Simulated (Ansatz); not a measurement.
Runs of Ansatz 0.2.0 on CsLiCr2Te2S3. The structure is trigonal, space group P3m1 (No. 156). Conventional cell: a = 3.604 Å, b = 3.604 Å, c = 19.067 Å, α = 90.00°, β = 90.00°, γ = 120.00°. Cs (site symmetry 3m) has 3 S at 3.38 Å and 6 Cs at 3.60 Å and 3 Te at 3.77 Å as nearest neighbours. Li (site symmetry 3m) has 6 S at 2.63 to 2.66 Å as nearest neighbours. Around Cr (site symmetry 3m) lie 3 S at 2.40 Å and 3 Te at 2.74 Å. Cr (site symmetry 3m) has 6 S at 2.43 to 2.45 Å as nearest neighbours. Te (site symmetry 3m) has 6 Te at 3.60 Å and 3 Cs at 3.77 Å as nearest neighbours. Te (site symmetry 3m) has 3 Cr at 2.74 Å as nearest neighbours. S (site symmetry 3m) is surrounded by 3 Cr at 2.45 Å and 3 Li at 2.63 Å. S (site symmetry 3m) is surrounded by 3 Cr at 2.40 Å and 3 Li at 2.66 Å. The cell was built by a generator and needn't be a form met in nature.

```csv
task,level,U,cell,k mesh,cutoff (eV),hubbard projectors,double counting,points for each segment of the path,gap on the mesh (eV),pressure (GPa),moment (μB),relaxed volume (Å³/atom),largest force (eV/Å)
projected density of states,PBE+U,Cr d U = 8 eV,as given,9 × 9 × 2,420,ortho-atomic (the default),fll (the default),-,none,5.4,6.15,-,1.41
band structure,r2SCAN,-,as given,9 × 9 × 2,500,-,-,10,none,0.2,5.63,-,(a)
relaxation of cell and atoms,PBE,-,relaxed,6 × 6 × 1,420,-,-,-,none,0.0,5.63,23.86,-
band structure,LDA,-,as given,9 × 9 × 2,420,-,-,10,none,-4.9,5.63,-,0.57
band structure,PBE,-,as given,9 × 9 × 2,420,-,-,10,none,0.0,5.64,-,0.03
relaxation of cell and atoms,PBE+D3(BJ),-,relaxed,6 × 6 × 1,420,-,-,-,none,0.0,5.82,22.00,-
electron localisation function,PBE,-,as given,9 × 9 × 2,420,-,-,-,none,0.0,5.64,-,0.03
single point,PBE,-,"atoms moved at random, drawn with an rms of 0.05 Å",9 × 9 × 2,420,-,-,-,none,0.3,5.64,-,0.37
projected density of states,PBE+U,Cr d U = 6 eV,as given,9 × 9 × 2,420,ortho-atomic (the default),fll (the default),-,none,(b),(c),-,1.10
single point,PBE,-,as given,9 × 9 × 2,420,-,-,-,none,0.0,5.64,-,0.03
band structure,PBEsol,-,as given,9 × 9 × 2,420,-,-,10,none,-2.9,5.64,-,0.34
```

Alike in all rows: potentials or basis Ansatz PAW; spin collinear, ferromagnetic start; smearing fermi-dirac 0.05 eV.

Estimate the missing entries.

(a) 0.23; (b) 4.0; (c) 6.12.

Caveats: only a ferromagnetic start was run, and an antiferromagnetic order may lie lower in energy; spin-orbit coupling is left out, which moves the levels of the heavy elements (some runs); the magnetic or orbital state may not be the lowest (some runs); the PAW data sets come from PBE, with cores solved anew for the run's functional, which leaves a small shift of forces and pressure (some runs); forces of over 1 eV/Å show positions far from the minimum, so gaps and moduli don't describe the material at rest (some runs); the plane-wave basis is chosen anew once the cell has moved, so the energies of steps on either side of that aren't comparable (some runs); pairwise dispersion overbinds metals, which lowers pressure and volume (some runs).

A k mesh can miss the band edges, and the runs leave out spin-orbit coupling on Cs, Te.

A gap of «none» marks a metal or a gap under the smearing width.
